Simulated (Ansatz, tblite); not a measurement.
# The cluster Al2Cu6: which isomer is lowest

Aim: relax the candidate shapes of the cluster Al2Cu6 that a cheap search turned up, and see how the levels of theory order them.

Method: relaxed with r2SCAN-D4/def2-SVP, singlet; program: Ansatz 0.2.0, Gaussian basis.

9 further runs of the same task are left out: 7 that didn't finish, 2 set aside as unsound or not needed. Runs told in other sessions of the task aren't counted.

### 1 The starting structure

8 atoms, charge 0, spin multiplicity 1.

Atoms are counted from 1 here; the program's logs count them from 0.

Bond lengths: Al1–Al2 2.496 Å, Al1–Cu5 2.667 Å, Al2–Cu3 2.750 Å, Cu3–Cu4 2.419 Å, Cu3–Cu5 2.500 Å, Cu3–Cu7 2.476 Å, Cu3–Cu8 2.438 Å, Cu4–Cu6 2.471 Å, Cu4–Cu7 2.445 Å, Cu4–Cu8 2.454 Å, Cu5–Cu6 2.421 Å, Cu5–Cu7 2.474 Å, Cu5–Cu8 2.430 Å, Cu6–Cu7 2.452 Å, Cu6–Cu8 2.432 Å. Angles: Al2–Al1–Cu5 92.5°, Al1–Al2–Cu3 86.0°, Al2–Cu3–Cu4 124.3°, Al2–Cu3–Cu5 90.5°, Al2–Cu3–Cu7 72.7°, Al2–Cu3–Cu8 149.4°, Cu4–Cu3–Cu5 89.7°, Cu4–Cu3–Cu7 59.9°, Cu4–Cu3–Cu8 60.7°, Cu5–Cu3–Cu7 59.6°, Cu5–Cu3–Cu8 58.9°, Cu7–Cu3–Cu8 89.5°, Cu3–Cu4–Cu6 90.3°, Cu3–Cu4–Cu7 61.2°, Cu3–Cu4–Cu8 60.0°, Cu6–Cu4–Cu7 59.8°, Cu6–Cu4–Cu8 59.2°, Cu7–Cu4–Cu8 89.9° and more.

No spin-orbit coupling is included.

A search from random starts with GFN1-xTB found 12 distinct shapes; 2 go on here. The structure above is candidate A, which lies 0.00 eV above the lowest at that level; B lies 0.77 eV above the lowest at that level.

### 2 Relaxing candidate A

in.yaml

```yaml
crystal:
  periodic: [false, false, false]
  atoms:
    - {symbol: Al, position_ang: [-0.711350, 1.216970, 2.634610]}
    - {symbol: Al, position_ang: [-2.332480, -0.467270, 1.759660]}
    - {symbol: Cu, position_ang: [-0.251360, -1.376970, 0.208830]}
    - {symbol: Cu, position_ang: [-0.027690, -0.944300, -2.160460]}
    - {symbol: Cu, position_ang: [1.049520, 0.700660, 0.699300]}
    - {symbol: Cu, position_ang: [1.272520, 1.101110, -1.677410]}
    - {symbol: Cu, position_ang: [-0.968390, 0.800030, -0.727870]}
    - {symbol: Cu, position_ang: [1.969240, -1.030230, -0.736650]}
basis:
  gaussian: {orbitals: def2-SVP}
hamiltonian: {xc: r2scan, dispersion: d4}
scf: {lower_state_search: "off"}
output: {orbitals: {seedname: orbitals}}
relax: {f_tol: 0.03, max_steps: 70}
```

Command:

```sh
> ansatz run in.yaml --threads 4 --pin off --events-out ev --progress --plain --max-ram 6963MiB
```

The program printed, shortened:

```text
Functional definition: r2SCAN
  name "r2SCAN"
  cite "Furness, Kaplan, Ning, Perdew & Sun, J. Phys. Chem. Lett. 11, 8208 (2020) doi:10.1021/acs.jpclett.0c02405"
  cite "Furness, Kaplan, Ning, Perdew & Sun, J. Phys. Chem. Lett. 11, 9248 (2020) doi:10.1021/acs.jpclett.0c03077"
  parent r2scan
[...]
2690 factors; their error is unknown
[...]
mean field -280996.75624094 eV, -10326.4403254124 hartree, gradient 2.2e-6 eV, S^2 0.000000; 0 other end points of the search recorded, 0 dependent functions left out
[...]
reference -280996.75625606 eV, -10326.4403259680 hartree; 100, 100 occupied and 122, 122 virtual orbitals, 2690 factors
relax step   1: F+E_penalty+E_count = -280996.89756191 eV  Δ(F+E_penalty+E_count) = +0.000e0 eV  max|allowed force component| = 1.072e0 eV/Å  Δτ_max = 0.0000 Å  (58 SCF iters, accepted)
[...]
relax step   4: F+E_penalty+E_count = -280997.78168022 eV  Δ(F+E_penalty+E_count) = -4.503e-2 eV  max|allowed force component| = 2.133e-1 eV/Å  Δτ_max = 0.0772 Å  (34 SCF iters, accepted)
[...]
relax step   7: F+E_penalty+E_count = -280997.84900746 eV  Δ(F+E_penalty+E_count) = -1.302e-2 eV  max|allowed force component| = 1.321e-1 eV/Å  Δτ_max = 0.1614 Å  (41 SCF iters, accepted)
[...]
relax step  10: F+E_penalty+E_count = -280998.01163178 eV  Δ(F+E_penalty+E_count) = -6.170e-2 eV  max|allowed force component| = 2.180e-1 eV/Å  Δτ_max = 0.1930 Å  (35 SCF iters, accepted)
[...]
relax step  13: F+E_penalty+E_count = -280998.07554348 eV  Δ(F+E_penalty+E_count) = -1.724e-2 eV  max|allowed force component| = 1.131e-1 eV/Å  Δτ_max = 0.0971 Å  (36 SCF iters, accepted)
[...]
relax step  14: F+E_penalty+E_count = -280998.08026261 eV  Δ(F+E_penalty+E_count) = -4.719e-3 eV  max|allowed force component| = 2.065e-2 eV/Å  Δτ_max = 0.0381 Å  (29 SCF iters, accepted)
Total energy: -280998.08027746 eV, -10326.4889828570 hartree
Atom 0 at    -0.641880     0.762540     2.222998 Å, force     0.011471     0.008663    -0.003523 eV/Å
Atom 1 at    -2.508092    -0.558125     0.899588 Å, force     0.010930    -0.008449    -0.007891 eV/Å
Atom 2 at    -0.013048    -1.081997     0.671498 Å, force    -0.017237    -0.007644     0.013308 eV/Å
Atom 3 at    -0.379827    -0.912141    -1.671602 Å, force    -0.019583     0.001467    -0.002311 eV/Å
Atom 4 at     1.397236     0.848250     0.667316 Å, force    -0.004844    -0.008475     0.011534 eV/Å
Atom 5 at     1.096446     0.975440    -1.711342 Å, force     0.002877     0.018451    -0.020646 eV/Å
Atom 6 at    -0.811577     0.957477    -0.256111 Å, force    -0.000769    -0.001502    -0.000171 eV/Å
Atom 7 at     1.860751    -0.991444    -0.822336 Å, force     0.017157    -0.002510     0.009701 eV/Å
Dipole moment:     0.365741    -0.043197    -0.405110 e Å
Checks for a lower state left out: stability, starts, cluster_reference, orbital_swaps, neighbouring_geometries, increment
```

It took 3.8 min on 4 threads of Arm Neoverse V2, shared host.

Relaxation path: (the energy doesn't fall at every step)

```
step  energy from step 1 (eV)  largest force component (eV/Å)
   1                   0.0000                          1.0718
   2                  -0.5912                          0.7568
   3                  -0.8391                          0.2758
   4                  -0.8841                          0.2133
   5                  -0.9133                          0.1071
   6                  -0.9384                          0.1457
   7                  -0.9514                          0.1321
   8                  -0.9857                          0.1380
   9                  -1.0524                          0.1664
  10                  -1.1141                          0.2180
  11                  -1.1607                          0.1446
  12                  -1.1373                          0.3564
  13                  -1.1780                          0.1131
  14                  -1.1827                          0.0206
```

Close pairs (by a distance rule), those that changed most:

```
   bond  before (Å)  after (Å)  change (Å)
Al1–Cu3       3.581      2.491      -1.090
Al1–Cu7       3.398      2.493      -0.905
Al2–Cu7       3.107      2.552      -0.556
Al2–Cu3       2.750      2.560      -0.191
Al1–Al2       2.496      2.642      +0.146
Cu6–Cu8       2.432      2.290      -0.142
Cu3–Cu5       2.500      2.391      -0.109
Al1–Cu5       2.667      2.566      -0.101
```

### 3 Relaxing candidate B

in.yaml

```yaml
crystal:
  periodic: [false, false, false]
  atoms:
    - {symbol: Al, position_ang: [0.024790, 1.297610, 0.730900]}
    - {symbol: Al, position_ang: [0.228780, 1.764620, -1.817690]}
    - {symbol: Cu, position_ang: [1.145950, -1.036380, 2.193000]}
    - {symbol: Cu, position_ang: [-1.476340, -0.552520, -0.913230]}
    - {symbol: Cu, position_ang: [-2.444070, 1.342190, -1.820000]}
    - {symbol: Cu, position_ang: [2.692000, -0.125960, 0.632930]}
    - {symbol: Cu, position_ang: [-0.960540, -1.585050, 1.292940]}
    - {symbol: Cu, position_ang: [0.789410, -1.104510, -0.298860]}
basis:
  gaussian: {orbitals: def2-SVP}
hamiltonian: {xc: r2scan, dispersion: d4}
scf: {lower_state_search: "off"}
output: {orbitals: {seedname: orbitals}}
relax: {f_tol: 0.03, max_steps: 70}
```

The command is unchanged.

The program printed:

```text
Functional definition: r2SCAN
  name "r2SCAN"
  cite "Furness, Kaplan, Ning, Perdew & Sun, J. Phys. Chem. Lett. 11, 8208 (2020) doi:10.1021/acs.jpclett.0c02405"
  cite "Furness, Kaplan, Ning, Perdew & Sun, J. Phys. Chem. Lett. 11, 9248 (2020) doi:10.1021/acs.jpclett.0c03077"
  parent r2scan
  parameter k0 = 0.174
  parameter k1 = 0.065
  parameter a1 = 4.9479
  exchange = r2scan_x(k0 = k0, k1 = k1, a1 = a1)
  correlation = r2scan_c
these checks for a lower state are left out or cut short: stability, starts, cluster_reference, orbital_swaps, neighbouring_geometries, increment
2690 factors; their error is unknown
mean field evaluation 1: about -280974.5561 eV, gradient 1.1e2 eV
mean field evaluation 2: about -277040.9350 eV, gradient 1.2e3 eV
mean field evaluation 4: about -280562.7852 eV, gradient 4.9e2 eV
mean field evaluation 8: about -280996.5110 eV, gradient 2.0e-1 eV
mean field -280996.51139334 eV, -10326.4313274289 hartree, gradient 1.6e-6 eV, S^2 0.000000; 0 other end points of the search recorded, 0 dependent functions left out
the calculation of the forces begins
reference -280996.51141129 eV, -10326.4313280886 hartree; 100, 100 occupied and 122, 122 virtual orbitals, 2690 factors
relax step   1: F+E_penalty+E_count = -280996.64005347 eV  Δ(F+E_penalty+E_count) = +0.000e0 eV  max|allowed force component| = 2.405e0 eV/Å  Δτ_max = 0.0000 Å  (45 SCF iters, accepted)
these checks for a lower state are left out or cut short: stability, starts, cluster_reference, orbital_swaps, neighbouring_geometries, increment
2690 factors; their error is unknown
mean field evaluation 16: about -280997.4385 eV, gradient 3.8e-1 eV
mean field -280997.33142550 eV, -10326.4614630550 hartree, gradient 2.0e-6 eV, S^2 0.000000; 0 other end points of the search recorded, 0 dependent functions left out
the calculation of the forces begins
reference -280997.33144354 eV, -10326.4614637180 hartree; 100, 100 occupied and 122, 122 virtual orbitals, 2690 factors
relax step   2: F+E_penalty+E_count = -280997.45627548 eV  Δ(F+E_penalty+E_count) = -8.162e-1 eV  max|allowed force component| = 1.844e0 eV/Å  Δτ_max = 0.2000 Å  (34 SCF iters, accepted)
these checks for a lower state are left out or cut short: stability, starts, cluster_reference, orbital_swaps, neighbouring_geometries, increment
2690 factors; their error is unknown
mean field -280997.84308799 eV, -10326.4802663046 hartree, gradient 1.6e-6 eV, S^2 0.000000; 0 other end points of the search recorded, 0 dependent functions left out
the calculation of the forces begins
reference -280997.84310613 eV, -10326.4802669712 hartree; 100, 100 occupied and 122, 122 virtual orbitals, 2690 factors
relax step   3: F+E_penalty+E_count = -280997.96565313 eV  Δ(F+E_penalty+E_count) = -5.094e-1 eV  max|allowed force component| = 6.198e-1 eV/Å  Δτ_max = 0.1965 Å  (35 SCF iters, accepted)
these checks for a lower state are left out or cut short: stability, starts, cluster_reference, orbital_swaps, neighbouring_geometries, increment
2690 factors; their error is unknown
mean field evaluation 32: about -280998.1414 eV, gradient 6.7e-1 eV
mean field -280998.03557008 eV, -10326.4873398910 hartree, gradient 1.7e-6 eV, S^2 0.000000; 0 other end points of the search recorded, 0 dependent functions left out
the calculation of the forces begins
reference -280998.03558835 eV, -10326.4873405624 hartree; 100, 100 occupied and 122, 122 virtual orbitals, 2690 factors
relax step   4: F+E_penalty+E_count = -280998.15853175 eV  Δ(F+E_penalty+E_count) = -1.929e-1 eV  max|allowed force component| = 3.058e-1 eV/Å  Δτ_max = 0.1949 Å  (34 SCF iters, accepted)
these checks for a lower state are left out or cut short: stability, starts, cluster_reference, orbital_swaps, neighbouring_geometries, increment
2690 factors; their error is unknown
mean field -280998.16228148 eV, -10326.4919964489 hartree, gradient 1.6e-6 eV, S^2 0.000000; 0 other end points of the search recorded, 0 dependent functions left out
the calculation of the forces begins
reference -280998.16229968 eV, -10326.4919971178 hartree; 100, 100 occupied and 122, 122 virtual orbitals, 2690 factors
relax step   5: F+E_penalty+E_count = -280998.28562594 eV  Δ(F+E_penalty+E_count) = -1.271e-1 eV  max|allowed force component| = 2.095e-1 eV/Å  Δτ_max = 0.2000 Å  (35 SCF iters, accepted)
these checks for a lower state are left out or cut short: stability, starts, cluster_reference, orbital_swaps, neighbouring_geometries, increment
2690 factors; their error is unknown
mean field -280998.28726280 eV, -10326.4965894280 hartree, gradient 3.1e-6 eV, S^2 0.000000; 0 other end points of the search recorded, 0 dependent functions left out
the calculation of the forces begins
reference -280998.28728097 eV, -10326.4965900956 hartree; 100, 100 occupied and 122, 122 virtual orbitals, 2690 factors
relax step   6: F+E_penalty+E_count = -280998.41090149 eV  Δ(F+E_penalty+E_count) = -1.253e-1 eV  max|allowed force component| = 2.480e-1 eV/Å  Δτ_max = 0.1951 Å  (34 SCF iters, accepted)
these checks for a lower state are left out or cut short: stability, starts, cluster_reference, orbital_swaps, neighbouring_geometries, increment
2690 factors; their error is unknown
mean field -280998.40185659 eV, -10326.5008006719 hartree, gradient 1.5e-6 eV, S^2 0.000000; 0 other end points of the search recorded, 0 dependent functions left out
the calculation of the forces begins
reference -280998.40187469 eV, -10326.5008013370 hartree; 100, 100 occupied and 122, 122 virtual orbitals, 2690 factors
relax step   7: F+E_penalty+E_count = -280998.52610702 eV  Δ(F+E_penalty+E_count) = -1.152e-1 eV  max|allowed force component| = 2.801e-1 eV/Å  Δτ_max = 0.1903 Å  (35 SCF iters, accepted)
these checks for a lower state are left out or cut short: stability, starts, cluster_reference, orbital_swaps, neighbouring_geometries, increment
2690 factors; their error is unknown
mean field evaluation 64: about -280998.6314 eV, gradient 6.6e-1 eV
mean field -280998.52640631 eV, -10326.5053777897 hartree, gradient 2.9e-6 eV, S^2 0.000000; 0 other end points of the search recorded, 0 dependent functions left out
the calculation of the forces begins
reference -280998.52642433 eV, -10326.5053784519 hartree; 100, 100 occupied and 122, 122 virtual orbitals, 2690 factors
relax step   8: F+E_penalty+E_count = -280998.65127977 eV  Δ(F+E_penalty+E_count) = -1.252e-1 eV  max|allowed force component| = 2.392e-1 eV/Å  Δτ_max = 0.1938 Å  (33 SCF iters, accepted)
these checks for a lower state are left out or cut short: stability, starts, cluster_reference, orbital_swaps, neighbouring_geometries, increment
2690 factors; their error is unknown
mean field -280998.60814342 eV, -10326.5083815730 hartree, gradient 2.5e-6 eV, S^2 0.000000; 0 other end points of the search recorded, 0 dependent functions left out
the calculation of the forces begins
reference -280998.60816139 eV, -10326.5083822335 hartree; 100, 100 occupied and 122, 122 virtual orbitals, 2690 factors
relax step   9: F+E_penalty+E_count = -280998.73346796 eV  Δ(F+E_penalty+E_count) = -8.219e-2 eV  max|allowed force component| = 1.969e-1 eV/Å  Δτ_max = 0.1955 Å  (33 SCF iters, accepted)
these checks for a lower state are left out or cut short: stability, starts, cluster_reference, orbital_swaps, neighbouring_geometries, increment
2690 factors; their error is unknown
mean field -280998.61053947 eV, -10326.5084696265 hartree, gradient 3.0e-6 eV, S^2 0.000000; 0 other end points of the search recorded, 0 dependent functions left out
the calculation of the forces begins
reference -280998.61055761 eV, -10326.5084702931 hartree; 100, 100 occupied and 122, 122 virtual orbitals, 2690 factors
relax step  10: F+E_penalty+E_count = -280998.73523361 eV  Δ(F+E_penalty+E_count) = -1.766e-3 eV  max|allowed force component| = 2.335e-1 eV/Å  Δτ_max = 0.2000 Å  (34 SCF iters, accepted)
these checks for a lower state are left out or cut short: stability, starts, cluster_reference, orbital_swaps, neighbouring_geometries, increment
2690 factors; their error is unknown
mean field -280998.62144709 eV, -10326.5088704739 hartree, gradient 2.0e-6 eV, S^2 0.000000; 0 other end points of the search recorded, 0 dependent functions left out
the calculation of the forces begins
reference -280998.62146513 eV, -10326.5088711369 hartree; 100, 100 occupied and 122, 122 virtual orbitals, 2690 factors
relax step  11: F+E_penalty+E_count = -280998.74644699 eV  Δ(F+E_penalty+E_count) = -1.121e-2 eV  max|allowed force component| = 4.364e-2 eV/Å  Δτ_max = 0.0852 Å  (28 SCF iters, accepted)
these checks for a lower state are left out or cut short: stability, starts, cluster_reference, orbital_swaps, neighbouring_geometries, increment
2690 factors; their error is unknown
mean field evaluation 96: about -280998.6218 eV, gradient 1.3e-1 eV
mean field -280998.62178919 eV, -10326.5088830460 hartree, gradient 2.9e-6 eV, S^2 0.000000; 0 other end points of the search recorded, 0 dependent functions left out
the calculation of the forces begins
reference -280998.62180723 eV, -10326.5088837089 hartree; 100, 100 occupied and 122, 122 virtual orbitals, 2690 factors
relax step  12: F+E_penalty+E_count = -280998.74681925 eV  Δ(F+E_penalty+E_count) = -3.723e-4 eV  max|allowed force component| = 2.604e-2 eV/Å  Δτ_max = 0.0216 Å  (28 SCF iters, accepted)
Total energy: -280998.74683729 eV, -10326.5134784788 hartree
Atom 0 at    -0.118738     0.594540     1.356070 Å, force     0.002075    -0.002299     0.003733 eV/Å
Atom 1 at     0.407260     1.267954    -1.578672 Å, force    -0.007990     0.012993    -0.026044 eV/Å
Atom 2 at     1.459241    -1.102219     1.811006 Å, force     0.005800     0.000745     0.008377 eV/Å
Atom 3 at    -1.538284    -0.043812    -0.505561 Å, force    -0.008258    -0.002062     0.004194 eV/Å
Atom 4 at    -1.786492     1.427351    -2.298637 Å, force     0.006305     0.006651    -0.004864 eV/Å
Atom 5 at     1.955750     0.612284     0.156247 Å, force     0.008018     0.000599     0.008879 eV/Å
Atom 6 at    -0.913553    -1.601989     1.445891 Å, force    -0.005641    -0.012533     0.010361 eV/Å
Atom 7 at     0.534796    -1.154108    -0.386354 Å, force    -0.000310    -0.004095    -0.004637 eV/Å
Dipole moment:    -0.097072    -0.269937    -0.011790 e Å
Checks for a lower state left out: stability, starts, cluster_reference, orbital_swaps, neighbouring_geometries, increment
```

Wall time 2.7 min (4 threads of Arm Neoverse V2, shared host).

Along the way:

```
step  energy from step 1 (eV)  largest force component (eV/Å)
   1                   0.0000                          2.4046
   2                  -0.8162                          1.8444
   3                  -1.3256                          0.6198
   4                  -1.5185                          0.3058
   5                  -1.6456                          0.2095
   6                  -1.7708                          0.2480
   7                  -1.8861                          0.2801
   8                  -2.0112                          0.2392
   9                  -2.0934                          0.1969
  10                  -2.0952                          0.2335
  11                  -2.1064                          0.0436
  12                  -2.1068                          0.0260
```

Close pairs (by a distance rule), those that changed most:

```
   bond  before (Å)  after (Å)  change (Å)
Al2–Cu6       3.956      2.416      -1.540
Al1–Cu7       3.098      2.338      -0.760
Al1–Cu6       3.025      2.397      -0.628
Al1–Cu3       2.974      2.361      -0.612
Al2–Cu8       3.294      2.703      -0.592
Al1–Cu4       2.895      2.427      -0.468
Al1–Al2       2.599      3.057      +0.458
Al2–Cu4       3.016      2.580      -0.436
```

Contacts that opened: Al1–Al2 2.60 to 3.06 Å.

### 4 The relaxed candidates

```
candidate  point group                         bonds (count, mean Å)  energy above the lowest (kcal/mol)
        A           Cs  Cu–Cu 12, 2.39; Al–Cu 5, 2.53; Al–Al 1, 2.64                                15.4
        B           C1                  Al–Cu 9, 2.45; Cu–Cu 8, 2.41                                 0.0
```

### 5 Candidate A, GFN1-xTB

Tight binding, by tblite at 300 K electronic temperature and without a spin-polarisation term:

```python
tblite.interface.Calculator('GFN1-xTB', numbers, positions, charge=0, uhf=0).singlepoint()
```

Energy -807.9977 eV, HOMO -10.06 eV, LUMO -8.85 eV; 0.012 s.

### 6 Candidate A, GFN2-xTB

Tight binding, by tblite at 300 K electronic temperature and without a spin-polarisation term:

```python
tblite.interface.Calculator('GFN2-xTB', numbers, positions, charge=0, uhf=0).singlepoint()
```

Energy -689.5488 eV, HOMO -7.03 eV, LUMO -6.14 eV; 0.018 s.

(Part 1 of 2 ends here.)
